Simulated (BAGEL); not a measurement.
# HF/6-31G(d) (density fitting with qzvpp-jkfit, spherical functions) run of GeSiH5F (SMILES [F][GeH2][SiH3])

What is the vertical singlet–triplet gap of GeSiH5F at HF/6-31G* (density fitting with qzvpp-jkfit, spherical functions)? 

The results are computed with BAGEL 1.2.2.

3 further runs of the same task are left out: 1 that didn't finish, 2 set aside as unsound or not needed.

**1. The molecule**

GeSiH5F: 8 atoms, total charge 0, spin state singlet. As SMILES, `[F][GeH2][SiH3]`. Geometry: relaxed at PBE0-D4/def2-TZVP.

Bond lengths: F1–Ge2 1.751 Å, Ge2–Si3 2.384 Å, Ge2–H4 1.539 Å, Ge2–H5 1.539 Å, Si3–H6 1.484 Å, Si3–H7 1.487 Å, Si3–H8 1.484 Å. Some angles: F1–Ge2–Si3 106.5°, F1–Ge2–H4 105.4°, F1–Ge2–H5 105.4°, Si3–Ge2–H4 114.3°, Si3–Ge2–H5 114.3°, Ge2–Si3–H6 109.6°, Ge2–Si3–H7 108.6°, Ge2–Si3–H8 109.6°, H4–Ge2–H5 110.1°, H6–Si3–H7 109.5°.

**2. The energy at HF/6-31G(d) (density fitting with qzvpp-jkfit, spherical functions)**

Input file calc.json:

```json
{ "bagel": [

{
  "title": "molecule",
  "basis": "6-31gs.json",
  "df_basis": "qzvpp-jkfit",
  "angstrom": true,
  "geometry": [
    { "atom": "F", "xyz": [      -2.004400,       1.117400,      -0.231100 ] },
    { "atom": "Ge", "xyz": [      -0.457300,       0.603500,      -0.870600 ] },
    { "atom": "Si", "xyz": [       0.596000,      -0.672200,       0.846600 ] },
    { "atom": "H", "xyz": [      -0.786700,      -0.198700,      -2.142400 ] },
    { "atom": "H", "xyz": [       0.284000,       1.901000,      -1.239500 ] },
    { "atom": "H", "xyz": [       0.792000,       0.176100,       2.048900 ] },
    { "atom": "H", "xyz": [       1.917000,      -1.138600,       0.347700 ] },
    { "atom": "H", "xyz": [      -0.248200,      -1.845400,       1.184800 ] }
  ]
},

{
  "title": "hf"
},

{
  "title": "print",
  "file": "orbitals.molden",
  "orbitals": true
}

]}
```

The basis set 6-31G* is read from a file made from the Basis Set Exchange's data (not shown).

The run is started by

```sh
BAGEL_NUM_THREADS=1 BAGEL calc.json > calc.out
```

The program printed:

```text
* using 1 threads per process

  ===============================================================
  ===============================================================

  *** Geometry ***

  { "atom" : "F", "xyz" : [     -3.787767,      2.111580,     -0.436716 ] },
  { "atom" : "Ge", "xyz" : [     -0.864172,      1.140450,     -1.645196 ] },
  { "atom" : "Si", "xyz" : [      1.126277,     -1.270274,      1.599842 ] },
  { "atom" : "H", "xyz" : [     -1.486648,     -0.375489,     -4.048549 ] },
  { "atom" : "H", "xyz" : [      0.536682,      3.592369,     -2.342316 ] },
  { "atom" : "H", "xyz" : [      1.496663,      0.332781,      3.871860 ] },
  { "atom" : "H", "xyz" : [      3.622605,     -2.151642,      0.657058 ] },
  { "atom" : "H", "xyz" : [     -0.469030,     -3.487301,      2.238948 ] },

  Number of auxiliary basis functions:      561

  Since a DF basis is specified, we compute 2- and 3-index integrals:
    o Being stored without compression. Storage requirement is 0.025 GB

  Number of basis functions:       74
  Number of electrons      :       60

    * METHOD: MOLECULE                             0.34

  *** RHF ***

  === Nuclear Repulsion ===
   272.6403222070

      * DIIS with orbital gradients will be used.

  === RHF iteration (6-31gs.json) ===
      0      -2466.20348065          0.01734133           0.09
      1      -2466.29911369          0.01202342           0.09
      2      -2466.35825671          0.00131648           0.08
      3      -2466.35963147          0.00028100           0.08
      4      -2466.35966657          0.00008683           0.08
      5      -2466.35967134          0.00001853           0.08
      6      -2466.35967172          0.00000518           0.08
      7      -2466.35967175          0.00000130           0.08
      8      -2466.35967176          0.00000039           0.08
      9      -2466.35967176          0.00000017           0.08
     10      -2466.35967176          0.00000005           0.09
     11      -2466.35967176          0.00000002           0.08
     12      -2466.35967176          0.00000001           0.08
    * SCF iteration converged.

    * Permanent dipole moment:
           (   -0.885450,     0.360436,     0.211425) a.u.

    * METHOD: HF                                   1.36

    * METHOD: PRINT                                0.01

  ===============================================================
```

Run time: 1.9 s. Hardware: 1 thread of Arm Neoverse V1, shared host; peak memory 0.13 GiB.

**3. The triplet**

Input file job.json:

```json
{ "bagel": [

{
  "title": "molecule",
  "basis": "6-31gs.json",
  "df_basis": "qzvpp-jkfit",
  "angstrom": true,
  "geometry": [
    { "atom": "F", "xyz": [      -2.004400,       1.117400,      -0.231100 ] },
    { "atom": "Ge", "xyz": [      -0.457300,       0.603500,      -0.870600 ] },
    { "atom": "Si", "xyz": [       0.596000,      -0.672200,       0.846600 ] },
    { "atom": "H", "xyz": [      -0.786700,      -0.198700,      -2.142400 ] },
    { "atom": "H", "xyz": [       0.284000,       1.901000,      -1.239500 ] },
    { "atom": "H", "xyz": [       0.792000,       0.176100,       2.048900 ] },
    { "atom": "H", "xyz": [       1.917000,      -1.138600,       0.347700 ] },
    { "atom": "H", "xyz": [      -0.248200,      -1.845400,       1.184800 ] }
  ]
},

{
  "title": "uhf",
  "nopen": 2
},

{
  "title": "print",
  "file": "orbitals.molden",
  "orbitals": true
}

]}
```

The basis set 6-31G* is read from a file made from the Basis Set Exchange's data (not shown).

The run is started by

```sh
BAGEL_NUM_THREADS=1 BAGEL job.json > job.out
```

The program printed:

```text
* using 1 threads per process

  ===============================================================
  ===============================================================

  *** Geometry ***

  { "atom" : "F", "xyz" : [     -3.787767,      2.111580,     -0.436716 ] },
  { "atom" : "Ge", "xyz" : [     -0.864172,      1.140450,     -1.645196 ] },
  { "atom" : "Si", "xyz" : [      1.126277,     -1.270274,      1.599842 ] },
  { "atom" : "H", "xyz" : [     -1.486648,     -0.375489,     -4.048549 ] },
  { "atom" : "H", "xyz" : [      0.536682,      3.592369,     -2.342316 ] },
  { "atom" : "H", "xyz" : [      1.496663,      0.332781,      3.871860 ] },
  { "atom" : "H", "xyz" : [      3.622605,     -2.151642,      0.657058 ] },
  { "atom" : "H", "xyz" : [     -0.469030,     -3.487301,      2.238948 ] },

  Number of auxiliary basis functions:      561

  Since a DF basis is specified, we compute 2- and 3-index integrals:
    o Being stored without compression. Storage requirement is 0.025 GB

  Number of basis functions:       74
  Number of electrons      :       60

    * METHOD: MOLECULE                             0.35

  *** Open-shell HF ***

  === Nuclear Repulsion ===
   272.6403222070

      * DIIS with orbital gradients will be used.

  === UHF iteration (6-31gs.json) ===
      0      -2465.90794986          0.03567496           0.17
      1      -2465.99881613          0.03193161           0.17
      2      -2466.05812082          0.02293948           0.17
      3      -2466.12031610          0.00173543           0.17
      4      -2466.12282227          0.00096879           0.17
      5      -2466.12378263          0.00053537           0.17
      6      -2466.12439587          0.00028741           0.17
      7      -2466.12466984          0.00017923           0.17
      8      -2466.12487149          0.00012781           0.17
      9      -2466.12499796          0.00008175           0.17
     10      -2466.12506726          0.00004743           0.17
     11      -2466.12508190          0.00002844           0.17
     12      -2466.12508557          0.00001628           0.17
     13      -2466.12508645          0.00000772           0.17
     14      -2466.12508666          0.00000421           0.17
     15      -2466.12508668          0.00000251           0.17
     16      -2466.12508670          0.00000137           0.17
     17      -2466.12508670          0.00000098           0.17
     18      -2466.12508671          0.00000072           0.17
     19      -2466.12508671          0.00000044           0.17
     20      -2466.12508671          0.00000028           0.17
     21      -2466.12508671          0.00000016           0.17
     22      -2466.12508671          0.00000009           0.17
     23      -2466.12508671          0.00000005           0.17
     24      -2466.12508671          0.00000003           0.17
     25      -2466.12508671          0.00000002           0.17
     26      -2466.12508671          0.00000001           0.17
     27      -2466.12508671          0.00000001           0.17
    * SCF iteration converged.

    * S^2 (UHF) is 2.0074

    * Permanent dipole moment:
           (   -1.072682,     0.686498,    -0.321470) a.u.

    * METHOD: UHF                                  5.03

    * METHOD: PRINT                                0.01

  ===============================================================
```

It took 5.7 s on 1 thread of Arm Neoverse V1, shared host; peak memory 0.13 GiB.

**4. Summary of results**

Level: HF/6-31G* (density fitting with qzvpp-jkfit, spherical functions).

```
                                        quantity           value
                           singlet: total energy  -2466.35967 Eh
                          singlet: dipole moment          2.49 D
                            singlet: HOMO energy       -11.16 eV
                            singlet: LUMO energy         2.67 eV
                          singlet: HOMO–LUMO gap        13.83 eV
                           triplet: total energy  -2466.12509 Eh
                          triplet: dipole moment          3.34 D
                                   triplet: ⟨S²⟩           2.007
vertical energy of the triplet above the singlet        6.383 eV
```

**Reading.** At this shape the triplet lies 6.38 eV (147 kcal/mol) above the singlet.
